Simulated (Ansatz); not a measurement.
# Zn: the cost of one run

Program: Ansatz 0.2.0. Level of theory: DFT LDA, scalar-relativistic, plane waves, PAW. These are calculated values, not measurements.

This is Zn in the bcc structure; at room conditions it is hcp.

### Step 1. The starting structure

The structure is cubic, space group Im-3m (No. 229). Conventional cell: a = 3.012 Å, b = 3.012 Å, c = 3.012 Å, α = 90.00°, β = 90.00°, γ = 90.00°. Zn (site symmetry m-3m) has 8 Zn at 2.61 Å as nearest neighbours.

Structure file:

```
CELL_PARAMETERS angstrom
-1.50578 1.50578 1.50578
1.50578 -1.50578 1.50578
1.50578 1.50578 -1.50578
ATOMIC_POSITIONS crystal
Zn 0.00000 0.00000 0.00000
```

It goes back to an entry of the Materials Project, which need not be the stable form.

This cell was relaxed beforehand with the same method: volume 13.66 Å³/atom, gap on the mesh none (metal).

### Step 2. The undisturbed cell

Input file input.yaml:

```yaml
crystal:
  lattice:
    - [-1.5057834831, 1.5057834831, 1.5057834831]
    - [1.5057834831, -1.5057834831, 1.5057834831]
    - [1.5057834831, 1.5057834831, -1.5057834831]
  atoms:
    - { symbol: Zn, position: [0.0, 0.0, 0.0] }
basis:
  ecutwfc: 420
kpoints:
  mp_grid: { grid: [28, 28, 28] }
hamiltonian:
  xc: lda
scf:
  occupations: { method: gaussian, width: 0.15 }
output:
  forces: true
  stress: true
  eigenvalues: true
```

Q: Estimate wall time and peak memory on 1 thread of an Arm CPU, shared host.

About 6.8 s, with a peak of 0.36 GiB.
